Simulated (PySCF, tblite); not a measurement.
# GeHCl: diradical character, part 3 of 3

tblite 0.8.0 and PySCF 2.14.0. Atoms count from 0. The steps go on from the part before.

## 16. Diradical character: LC-wPBE/def2-TZVP, geometry of multiplicity 1

Job settings and geometry (Å):

```
{"job": {"kind": "bs", "xc": "LC-wPBE", "basis": "def2-TZVP", "rks": true, "grid": 1}, "charge": 0, "high_spin_multiplicity": 3}
Ge    -0.341516     0.797214    -0.004602
Cl     1.582306    -0.255980    -0.021642
H     -1.217828    -0.546308     0.001137
```

Level: LC-wPBE/def2-TZVP high-spin, broken-symmetry and restricted single points, gas phase.

Output:

```text
high-spin state, multiplicity 3
final grid: 16208 points
cycle   1  E = -2537.3499520152  dE = -2.253e-02  |g| = 1.757e-01  |ddm| = 1.851e-01
cycle   2  E = -2537.3505699082  dE = -6.179e-04  |g| = 1.671e-01  |ddm| = 1.281e-01
cycle   3  E = -2537.3539886030  dE = -3.419e-03  |g| = 9.665e-03  |ddm| = 5.674e-02
cycle   4  E = -2537.3541059584  dE = -1.174e-04  |g| = 4.126e-03  |ddm| = 1.627e-02
cycle   5  E = -2537.3541480299  dE = -4.207e-05  |g| = 2.108e-03  |ddm| = 9.793e-03
cycle   6  E = -2537.3541689909  dE = -2.096e-05  |g| = 9.243e-04  |ddm| = 9.674e-03
cycle   7  E = -2537.3541727681  dE = -3.777e-06  |g| = 4.792e-04  |ddm| = 4.158e-03
cycle   8  E = -2537.3541735577  dE = -7.897e-07  |g| = 1.895e-04  |ddm| = 1.929e-03
cycle   9  E = -2537.3541737079  dE = -1.502e-07  |g| = 7.092e-05  |ddm| = 9.531e-04
cycle  10  E = -2537.3541737284  dE = -2.050e-08  |g| = 3.711e-05  |ddm| = 2.902e-04
cycle  11  E = -2537.3541737347  dE = -6.288e-09  |g| = 1.325e-05  |ddm| = 1.820e-04
converged SCF energy = -2537.3541737347

broken-symmetry state, M_S = 0, start: spins of the second site flipped
final grid: 16208 points
cycle   1  E = -2537.3813917112  dE = -4.261e-02  |g| = 6.374e-02  |ddm| = 3.055e-01
cycle   2  E = -2537.3976953583  dE = -1.630e-02  |g| = 4.150e-02  |ddm| = 1.832e-01
cycle   3  E = -2537.4100453012  dE = -1.235e-02  |g| = 2.720e-02  |ddm| = 2.332e-01
cycle   4  E = -2537.4127627590  dE = -2.717e-03  |g| = 1.902e-02  |ddm| = 8.316e-02
cycle   5  E = -2537.4164064861  dE = -3.644e-03  |g| = 1.010e-02  |ddm| = 1.780e-01
cycle   6  E = -2537.4175622446  dE = -1.156e-03  |g| = 5.794e-03  |ddm| = 1.140e-01
cycle   7  E = -2537.4179490326  dE = -3.868e-04  |g| = 3.122e-03  |ddm| = 7.242e-02
cycle   8  E = -2537.4180832670  dE = -1.342e-04  |g| = 1.260e-03  |ddm| = 5.637e-02
cycle   9  E = -2537.4180956650  dE = -1.240e-05  |g| = 4.118e-04  |ddm| = 1.915e-02
cycle  10  E = -2537.4180962681  dE = -6.031e-07  |g| = 1.521e-04  |ddm| = 3.190e-03
cycle  11  E = -2537.4180963602  dE = -9.203e-08  |g| = 5.296e-05  |ddm| = 1.179e-03
cycle  12  E = -2537.4180963767  dE = -1.657e-08  |g| = 2.577e-05  |ddm| = 2.993e-04
cycle  13  E = -2537.4180963835  dE = -6.814e-09  |g| = 8.800e-06  |ddm| = 4.197e-04
converged SCF energy = -2537.4180963835

<S^2> high spin = 2.0095, broken symmetry = 0.0000
E(HS) - E(BS) = 14029.40 cm-1
J_noodleman = -14029.40 cm-1
J_unprojected = -7014.70 cm-1
J_yamaguchi = -6981.42 cm-1

restricted closed-shell singlet
final grid: 16208 points
cycle   1  E = -2537.4176489155  dE = -4.986e-03  |g| = 3.026e-02  |ddm| = 1.751e-01
cycle   2  E = -2537.4179852481  dE = -3.363e-04  |g| = 1.646e-02  |ddm| = 4.464e-02
cycle   3  E = -2537.4180654699  dE = -8.022e-05  |g| = 6.486e-03  |ddm| = 1.550e-02
cycle   4  E = -2537.4180901655  dE = -2.470e-05  |g| = 3.164e-03  |ddm| = 9.766e-03
cycle   5  E = -2537.4180959127  dE = -5.747e-06  |g| = 8.285e-04  |ddm| = 5.352e-03
cycle   6  E = -2537.4180963301  dE = -4.174e-07  |g| = 2.309e-04  |ddm| = 1.967e-03
cycle   7  E = -2537.4180963784  dE = -4.829e-08  |g| = 8.125e-05  |ddm| = 5.749e-04
cycle   8  E = -2537.4180963835  dE = -5.090e-09  |g| = 1.756e-05  |ddm| = 1.858e-04
converged SCF energy = -2537.4180963835
```

Wall time 6.9 s (1 thread of Arm Neoverse V2, shared host); peak memory 0.34 GiB.

The broken-symmetry state collapsed to a closed shell, so its J has no meaning.

Key values:

```
                   quantity           value
closed shell less high spin  -40.1 kcal/mol
```

## 17. Diradical character: wB97X/ANO-RCC-MB, X2C in dimethylsulfoxide, geometry of multiplicity 1

Job settings and geometry (Å):

```
{"job": {"kind": "bs", "xc": "wB97X", "basis": "ANO-RCC-MB", "rks": true, "grid": 1, "x2c": true, "solvent": "dimethylsulfoxide"}, "charge": 0, "high_spin_multiplicity": 3}
Ge    -0.341516     0.797214    -0.004602
Cl     1.582306    -0.255980    -0.021642
H     -1.217828    -0.546308     0.001137
```

With the program's defaults for keys left out, this is: wB97X/ANO-RCC-MB high-spin, broken-symmetry and restricted single points, scalar X2C, IEF-PCM dimethylsulfoxide.

Output:

```text
high-spin state, multiplicity 3
final grid: 16208 points
cycle   1  E = -2560.9769178553  dE =  2.115e-02  |g| = 8.321e-02  |ddm| = 1.561e+00
cycle   2  E = -2560.9910647688  dE = -1.415e-02  |g| = 1.770e-02  |ddm| = 3.153e-01
cycle   3  E = -2560.9916149998  dE = -5.502e-04  |g| = 6.037e-03  |ddm| = 4.440e-02
cycle   4  E = -2560.9917576005  dE = -1.426e-04  |g| = 2.415e-03  |ddm| = 2.944e-02
cycle   5  E = -2560.9917928978  dE = -3.530e-05  |g| = 1.055e-03  |ddm| = 1.714e-02
cycle   6  E = -2560.9918006731  dE = -7.775e-06  |g| = 2.861e-04  |ddm| = 1.043e-02
cycle   7  E = -2560.9918010931  dE = -4.200e-07  |g| = 6.710e-05  |ddm| = 2.681e-03
cycle   8  E = -2560.9918011155  dE = -2.241e-08  |g| = 1.782e-05  |ddm| = 5.564e-04
cycle   9  E = -2560.9918011177  dE = -2.161e-09  |g| = 7.849e-06  |ddm| = 1.547e-04
converged SCF energy = -2560.9918011177

broken-symmetry state, M_S = 0, start: spins of the second site flipped
final grid: 16208 points
cycle   1  E = -2561.0256832757  dE = -4.406e-02  |g| = 5.972e-02  |ddm| = 4.908e-01
cycle   2  E = -2561.0454236836  dE = -1.974e-02  |g| = 4.200e-02  |ddm| = 3.156e-01
cycle   3  E = -2561.0656184899  dE = -2.019e-02  |g| = 1.594e-02  |ddm| = 6.004e-01
cycle   4  E = -2561.0678831566  dE = -2.265e-03  |g| = 8.868e-03  |ddm| = 1.663e-01
cycle   5  E = -2561.0688016509  dE = -9.185e-04  |g| = 4.105e-03  |ddm| = 1.362e-01
cycle   6  E = -2561.0689709818  dE = -1.693e-04  |g| = 6.636e-04  |ddm| = 9.407e-02
cycle   7  E = -2561.0689739721  dE = -2.990e-06  |g| = 1.798e-04  |ddm| = 1.079e-02
cycle   8  E = -2561.0689740593  dE = -8.721e-08  |g| = 8.622e-05  |ddm| = 3.002e-03
cycle   9  E = -2561.0689741283  dE = -6.900e-08  |g| = 1.665e-05  |ddm| = 1.393e-03
cycle  10  E = -2561.0689741304  dE = -2.104e-09  |g| = 2.817e-06  |ddm| = 2.923e-04
converged SCF energy = -2561.0689741304

<S^2> high spin = 2.0050, broken symmetry = 0.0000
E(HS) - E(BS) = 16937.52 cm-1
J_noodleman = -16937.52 cm-1
J_unprojected = -8468.76 cm-1
J_yamaguchi = -8447.56 cm-1

restricted closed-shell singlet
final grid: 16208 points
cycle   1  E = -2561.0688949739  dE = -2.315e-03  |g| = 7.992e-03  |ddm| = 1.637e-01
cycle   2  E = -2561.0689605562  dE = -6.558e-05  |g| = 2.630e-03  |ddm| = 2.616e-02
cycle   3  E = -2561.0689727188  dE = -1.216e-05  |g| = 8.392e-04  |ddm| = 1.215e-02
cycle   4  E = -2561.0689740817  dE = -1.363e-06  |g| = 1.592e-04  |ddm| = 5.001e-03
cycle   5  E = -2561.0689741291  dE = -4.747e-08  |g| = 2.662e-05  |ddm| = 9.930e-04
cycle   6  E = -2561.0689741304  dE = -1.254e-09  |g| = 4.097e-06  |ddm| = 1.725e-04
converged SCF energy = -2561.0689741304
```

Wall time 1.4 s (1 thread of Arm Neoverse V2, shared host); peak memory 0.34 GiB.

The broken-symmetry state collapsed to a closed shell, so its J has no meaning.

In short:

```
                   quantity           value
closed shell less high spin  -48.4 kcal/mol
```

## 18. Diradical character: HF/def2-TZVP, grid 4, other SCF options, geometry of multiplicity 1

Job settings and geometry (Å):

```
{"job": {"kind": "bs", "xc": "HF", "basis": "def2-TZVP", "rks": true, "grid": 4, "scf": {"guess": "1e", "max_cycle": 51}}, "charge": 0, "high_spin_multiplicity": 3}
Ge    -0.341516     0.797214    -0.004602
Cl     1.582306    -0.255980    -0.021642
H     -1.217828    -0.546308     0.001137
```

Method: HF/def2-TZVP high-spin, broken-symmetry and restricted single points, gas phase.

Output:

```text
high-spin state, multiplicity 3
final grid: 74584 points
cycle   1  E = -2245.0785437769  dE =  2.019e+02  |g| = 1.253e+01  |ddm| = 6.496e+01
cycle   2  E = -2259.1547017962  dE = -1.408e+01  |g| = 9.375e+00  |ddm| = 6.646e+01
cycle   3  E = -2436.1828750613  dE = -1.770e+02  |g| = 1.522e+01  |ddm| = 3.075e+01
cycle   4  E = -2512.8241145923  dE = -7.664e+01  |g| = 9.486e+00  |ddm| = 4.026e+00
cycle   5  E = -2519.7155323442  dE = -6.891e+00  |g| = 7.406e+00  |ddm| = 2.059e+00
cycle   6  E = -2528.1963080888  dE = -8.481e+00  |g| = 5.056e+00  |ddm| = 1.476e+00
cycle   7  E = -2534.0731702319  dE = -5.877e+00  |g| = 2.094e+00  |ddm| = 1.889e+00
cycle   8  E = -2535.3778148860  dE = -1.305e+00  |g| = 3.012e-01  |ddm| = 1.335e+00
cycle   9  E = -2535.4216488939  dE = -4.383e-02  |g| = 9.881e-02  |ddm| = 3.542e-01
cycle  10  E = -2535.4274368106  dE = -5.788e-03  |g| = 3.130e-02  |ddm| = 8.894e-02
cycle  11  E = -2535.4288578269  dE = -1.421e-03  |g| = 1.113e-02  |ddm| = 6.413e-02
cycle  12  E = -2535.4290696918  dE = -2.119e-04  |g| = 5.245e-03  |ddm| = 2.240e-02
cycle  13  E = -2535.4291429195  dE = -7.323e-05  |g| = 2.364e-03  |ddm| = 1.651e-02
cycle  14  E = -2535.4291601498  dE = -1.723e-05  |g| = 1.073e-03  |ddm| = 8.548e-03
cycle  15  E = -2535.4291645611  dE = -4.411e-06  |g| = 5.518e-04  |ddm| = 4.299e-03
cycle  16  E = -2535.4291659533  dE = -1.392e-06  |g| = 2.684e-04  |ddm| = 2.521e-03
cycle  17  E = -2535.4291662755  dE = -3.222e-07  |g| = 1.382e-04  |ddm| = 1.183e-03
cycle  18  E = -2535.4291663555  dE = -8.003e-08  |g| = 7.449e-05  |ddm| = 5.703e-04
cycle  19  E = -2535.4291663776  dE = -2.206e-08  |g| = 4.114e-05  |ddm| = 2.806e-04
cycle  20  E = -2535.4291663858  dE = -8.175e-09  |g| = 1.514e-05  |ddm| = 2.314e-04
converged SCF energy = -2535.4291663858

broken-symmetry state, M_S = 0, start: spins of the second site flipped
final grid: 74584 points
cycle   1  E = -2535.4491027411  dE = -4.342e-02  |g| = 6.470e-02  |ddm| = 2.958e-01
cycle   2  E = -2535.4631060078  dE = -1.400e-02  |g| = 3.995e-02  |ddm| = 1.608e-01
cycle   3  E = -2535.4724620391  dE = -9.356e-03  |g| = 2.181e-02  |ddm| = 1.952e-01
cycle   4  E = -2535.4754610948  dE = -2.999e-03  |g| = 1.240e-02  |ddm| = 1.214e-01
cycle   5  E = -2535.4767368600  dE = -1.276e-03  |g| = 6.692e-03  |ddm| = 1.037e-01
cycle   6  E = -2535.4770918139  dE = -3.550e-04  |g| = 4.071e-03  |ddm| = 5.458e-02
cycle   7  E = -2535.4772663209  dE = -1.745e-04  |g| = 2.484e-03  |ddm| = 4.468e-02
cycle   8  E = -2535.4773788709  dE = -1.126e-04  |g| = 9.858e-04  |ddm| = 5.846e-02
cycle   9  E = -2535.4773979168  dE = -1.905e-05  |g| = 4.810e-04  |ddm| = 2.485e-02
cycle  10  E = -2535.4774032932  dE = -5.376e-06  |g| = 2.053e-04  |ddm| = 1.580e-02
cycle  11  E = -2535.4774043760  dE = -1.083e-06  |g| = 7.847e-05  |ddm| = 7.978e-03
cycle  12  E = -2535.4774045213  dE = -1.453e-07  |g| = 3.184e-05  |ddm| = 2.685e-03
cycle  13  E = -2535.4774045417  dE = -2.031e-08  |g| = 1.933e-05  |ddm| = 6.611e-04
cycle  14  E = -2535.4774045512  dE = -9.522e-09  |g| = 1.327e-05  |ddm| = 4.214e-04
converged SCF energy = -2535.4774045512

<S^2> high spin = 2.0141, broken symmetry = 0.0626
E(HS) - E(BS) = 10587.05 cm-1
J_noodleman = -10587.05 cm-1
J_unprojected = -5293.53 cm-1
J_yamaguchi = -5425.10 cm-1

restricted closed-shell singlet
final grid: 74584 points
cycle   1  E = -2284.3412427118  dE =  1.635e+02  |g| = 2.666e+01  |ddm| = 4.875e+01
cycle   2  E = -2258.8536555229  dE =  2.549e+01  |g| = 1.352e+01  |ddm| = 5.511e+01
cycle   3  E = -2201.6477348406  dE =  5.721e+01  |g| = 3.128e+01  |ddm| = 5.287e+01
cycle   4  E = -2272.1728325863  dE = -7.053e+01  |g| = 2.969e+01  |ddm| = 6.053e+00
cycle   5  E = -2316.5110014395  dE = -4.434e+01  |g| = 3.132e+01  |ddm| = 8.573e+00
cycle   6  E = -2320.5815290015  dE = -4.071e+00  |g| = 2.910e+01  |ddm| = 1.013e+00
cycle   7  E = -2368.2949638185  dE = -4.771e+01  |g| = 2.694e+01  |ddm| = 3.857e+00
cycle   8  E = -2371.2924613637  dE = -2.997e+00  |g| = 2.610e+01  |ddm| = 1.076e+00
cycle   9  E = -2373.0486452788  dE = -1.756e+00  |g| = 2.571e+01  |ddm| = 6.867e-01
cycle  10  E = -2223.7171613506  dE =  1.493e+02  |g| = 2.701e+01  |ddm| = 9.437e+00
cycle  11  E = -2268.8606107979  dE = -4.514e+01  |g| = 1.679e+01  |ddm| = 4.116e+01
cycle  12  E = -2388.7103839827  dE = -1.198e+02  |g| = 2.275e+01  |ddm| = 3.672e+01
cycle  13  E = -2449.9516223290  dE = -6.124e+01  |g| = 1.971e+01  |ddm| = 9.393e+00
cycle  14  E = -2412.9129579815  dE =  3.704e+01  |g| = 2.117e+01  |ddm| = 9.344e+00
cycle  15  E = -2414.9668616757  dE = -2.054e+00  |g| = 2.167e+01  |ddm| = 6.482e-01
cycle  16  E = -2413.4825254582  dE =  1.484e+00  |g| = 2.118e+01  |ddm| = 7.533e-01
cycle  17  E = -2412.5289693515  dE =  9.536e-01  |g| = 2.102e+01  |ddm| = 2.898e-01
cycle  18  E = -2409.9349727246  dE =  2.594e+00  |g| = 2.079e+01  |ddm| = 9.798e-01
cycle  19  E = -2397.7227783573  dE =  1.221e+01  |g| = 2.191e+01  |ddm| = 4.574e+00
cycle  20  E = -2297.4457470046  dE =  1.003e+02  |g| = 1.940e+01  |ddm| = 2.239e+01
cycle  21  E = -2520.9285273559  dE = -2.235e+02  |g| = 1.049e+01  |ddm| = 1.926e+01
cycle  22  E = -2503.1048381300  dE =  1.782e+01  |g| = 1.849e+01  |ddm| = 3.971e+01
cycle  23  E = -2531.8252131725  dE = -2.872e+01  |g| = 5.893e+00  |ddm| = 3.763e+01
cycle  24  E = -2534.1300188578  dE = -2.305e+00  |g| = 3.038e+00  |ddm| = 2.255e+00
cycle  25  E = -2535.4513513998  dE = -1.321e+00  |g| = 3.073e-01  |ddm| = 3.753e+00
cycle  26  E = -2535.4745766537  dE = -2.323e-02  |g| = 7.959e-02  |ddm| = 4.041e-01
cycle  27  E = -2535.4767891914  dE = -2.213e-03  |g| = 2.286e-02  |ddm| = 1.379e-01
cycle  28  E = -2535.4772732351  dE = -4.840e-04  |g| = 7.096e-03  |ddm| = 8.238e-02
cycle  29  E = -2535.4773262387  dE = -5.300e-05  |g| = 2.461e-03  |ddm| = 2.132e-02
cycle  30  E = -2535.4773349472  dE = -8.708e-06  |g| = 8.781e-04  |ddm| = 9.026e-03
cycle  31  E = -2535.4773355232  dE = -5.760e-07  |g| = 2.498e-04  |ddm| = 2.113e-03
cycle  32  E = -2535.4773355737  dE = -5.048e-08  |g| = 5.628e-05  |ddm| = 6.346e-04
cycle  33  E = -2535.4773355759  dE = -2.232e-09  |g| = 1.383e-05  |ddm| = 9.267e-05
converged SCF energy = -2535.4773355759
```

It took 2.5 s on 1 thread of Arm Neoverse V2, shared host; peak memory 0.34 GiB.

J and the spin gap of this run are not to be taken as properties: the broken-symmetry state has ⟨S²⟩ 0.06 where antiparallel sites give about 1.0, so the electrons meant to stay apart are largely paired.

In short:

```
                   quantity           value
closed shell less high spin  -30.2 kcal/mol
```

## 19. Spin gaps side by side

J for H = −2J S1·S2; the gap is low spin less high spin (projected; unprojected where the broken-symmetry state collapsed; or NEVPT2):

```
step                                       level                    geometry  J (cm⁻¹)  gap (kcal/mol)   time
   5        CASSCF and SC-NEVPT2/def2-TZVP (2,2)  geometry of multiplicity 3         –           -31.6  2.5 s
   8                             wB97X/def2-TZVP  geometry of multiplicity 3         –           -37.1  3.8 s
   9                           LC-wPBE/def2-TZVP  geometry of multiplicity 3         –           -27.3  7.1 s
  10  wB97X/ANO-RCC-MB, X2C in dimethylsulfoxide  geometry of multiplicity 3         –           -36.5  1.4 s
  12        CASSCF and SC-NEVPT2/def2-TZVP (2,2)  geometry of multiplicity 1         –           -44.2  2.5 s
  15                             wB97X/def2-TZVP  geometry of multiplicity 1         –           -48.9    4 s
  16                           LC-wPBE/def2-TZVP  geometry of multiplicity 1         –           -40.1  6.9 s
  17  wB97X/ANO-RCC-MB, X2C in dimethylsulfoxide  geometry of multiplicity 1         –           -48.4  1.4 s
```

CASSCF times leave out a start SCF that an earlier step had already made.

## 20. Results

This closing draws on all 3 parts.

| quantity | value |
| --- | --- |
| low less high spin (NEVPT2) (step 5, CASSCF and SC-NEVPT2/def2-TZVP (2,2), geometry of multiplicity 3) | -31.6 kcal/mol |
| diradical index y0 (step 5, CASSCF and SC-NEVPT2/def2-TZVP (2,2), geometry of multiplicity 3) | 0.09 |
| zero-field D (step 5, CASSCF and SC-NEVPT2/def2-TZVP (2,2), geometry of multiplicity 3) | -2.742 cm⁻¹ |
| relaxed multiplicity 1 less 3 (PBE0-D3(BJ)/def2-SVP, unprojected, ⟨S²⟩ 0.00 and 2.00) | -36.9 kcal/mol |

Step 6 is set aside for J and the spin gap: the orbitals were optimised for multiplicity 3 alone, so the other state lies too high. Step 7 is set aside for J and the spin gap: the broken-symmetry state has ⟨S²⟩ 0.33 where antiparallel sites give about 1.0, so the electrons meant to stay apart are largely paired. Step 14 is set aside for J and the spin gap: the broken-symmetry state has ⟨S²⟩ 0.06 where antiparallel sites give about 1.0, so the electrons meant to stay apart are largely paired. In steps 5, 12 y0 is under 0.15: in the low-spin state the magnetic electrons pair up in one orbital, so J is a formal number and only the gap is given.
